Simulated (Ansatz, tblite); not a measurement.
# The cluster Sr5S6−: rung by rung

The task here is to estimate one member of a computed series from the others.

Program: Ansatz 0.2.0, Gaussian basis. Level of theory: as each input shows. These are calculated values, not measurements.

Levels to be run: GFN1-xTB, GFN2-xTB, PBE-D4/def2-SVP, r2SCAN-D4/def2-SVP, revPBE-D4/def2-SVP, LDA/def2-SVP, PBE-D4/def2-SVPD, PBE0-D4/def2-SVPD, MP2/def2-SVPD.

8 further runs of the same task are left out: 3 that didn't finish, 5 set aside as unsound or not needed.

## The relaxed structure

The geometry is that of the doublet, from an earlier relaxation (PBE-D4/def2-SVP). At that level it is the lowest of the isomers that a small search found.

11 atoms, charge -1, spin multiplicity 2.

Bond lengths: Sr1–S6 2.845 Å, Sr1–S8 2.845 Å, Sr1–S9 2.982 Å, Sr1–S11 2.982 Å, Sr2–S6 2.730 Å, Sr2–S10 2.730 Å, Sr2–S11 2.852 Å, Sr3–S7 2.845 Å, Sr3–S9 2.982 Å, Sr3–S10 2.845 Å, Sr3–S11 2.982 Å, Sr4–S6 2.974 Å, Sr4–S7 2.974 Å, Sr4–S8 2.974 Å, Sr4–S10 2.974 Å, Sr5–S7 2.730 Å, Sr5–S8 2.730 Å, Sr5–S9 2.853 Å. Angles: S6–Sr1–S8 85.4°, S6–Sr1–S9 130.9°, S6–Sr1–S11 89.7°, S8–Sr1–S9 89.7°, S8–Sr1–S11 130.9°, S9–Sr1–S11 58.2°, S6–Sr2–S10 95.0°, S6–Sr2–S11 94.8°, S10–Sr2–S11 94.8°, S7–Sr3–S9 89.7°, S7–Sr3–S10 85.4°, S7–Sr3–S11 130.9°, S9–Sr3–S10 130.9°, S9–Sr3–S11 58.2°, S10–Sr3–S11 89.7°, S6–Sr4–S7 139.3°, S6–Sr4–S8 80.9°, S6–Sr4–S10 85.2° and more.

Sr takes a core potential in the def2 sets. No spin-orbit coupling is included. The ion is computed in the gas phase, without counter-ions or solvent.

PBE0-D4/def2-SVP was run before; its log isn't repeated, and its numbers join the tables.

Set-up of the first run:

Tight binding, by tblite at 300 K electronic temperature and without a spin-polarisation term:

```python
tblite.interface.Calculator('GFN1-xTB', numbers, positions, charge=-1, uhf=1).singlepoint()
```

Tight binding, by tblite at 300 K electronic temperature and without a spin-polarisation term:

```python
tblite.interface.Calculator('GFN2-xTB', numbers, positions, charge=-1, uhf=1).singlepoint()
```

start.molden holds the orbitals of an earlier run on this state, given as this run's starting guess.

File in.yaml:

```yaml
crystal:
  periodic: [false, false, false]
  atoms:
    - {symbol: Sr, position_ang: [1.007467, -3.725105, 0.009956]}
    - {symbol: Sr, position_ang: [2.118095, -1.434001, 3.030568]}
    - {symbol: Sr, position_ang: [3.880852, -0.541041, -0.390330]}
    - {symbol: Sr, position_ang: [0.131464, -0.039379, -0.134669]}
    - {symbol: Sr, position_ang: [1.631649, -1.801578, -3.383869]}
    - {symbol: S, position_ang: [-0.298010, -2.111293, 1.955148]}
    - {symbol: S, position_ang: [2.095032, 0.643294, -2.261314]}
    - {symbol: S, position_ang: [-0.589359, -2.331548, -1.887543]}
    - {symbol: S, position_ang: [3.422090, -3.200191, -1.658941]}
    - {symbol: S, position_ang: [2.386263, 0.863601, 1.580937]}
    - {symbol: S, position_ang: [3.640857, -3.034759, 1.226357]}
basis:
  gaussian: {orbitals: def2-SVP, initial_orbitals: start.molden}
total_charge: -1
magnetization: {spin_polarized: true, initial_magnetization: 1}
hamiltonian: {xc: pbe, dispersion: d4}
scf: {omitted_lower_state_checks: [starts]}
output: {orbitals: {seedname: orbitals}}
```

On the command line:

```sh
> ansatz run in.yaml --threads 4 --pin off --events-out ev --progress --plain --max-ram 6963MiB
```

Steps of the session up to this table: PBE-D4/def2-SVP; r2SCAN-D4/def2-SVP; revPBE-D4/def2-SVP; LDA/def2-SVP; PBE-D4/def2-SVPD; PBE0-D4/def2-SVPD; MP2/def2-SVPD.

One of the session's tables, all rows but one given; the rest of the session is left out.

```
             level  HOMO (eV)  gap (eV)
      LDA/def2-SVP          ?         ?
   PBE-D4/def2-SVP      -1.06      0.68
  PBE-D4/def2-SVPD      -1.09      0.69
revPBE-D4/def2-SVP      -0.99      0.71
r2SCAN-D4/def2-SVP      -1.22      1.01
  PBE0-D4/def2-SVP      -2.03      2.42
 PBE0-D4/def2-SVPD      -2.05      2.43
```

**Question.** Estimate the row for LDA/def2-SVP.

The run gave: HOMO (eV): -1.18; gap (eV): 0.51. In the column «HOMO (eV)» it lies between r2SCAN-D4/def2-SVP (-1.22) and PBE-D4/def2-SVPD (-1.09).
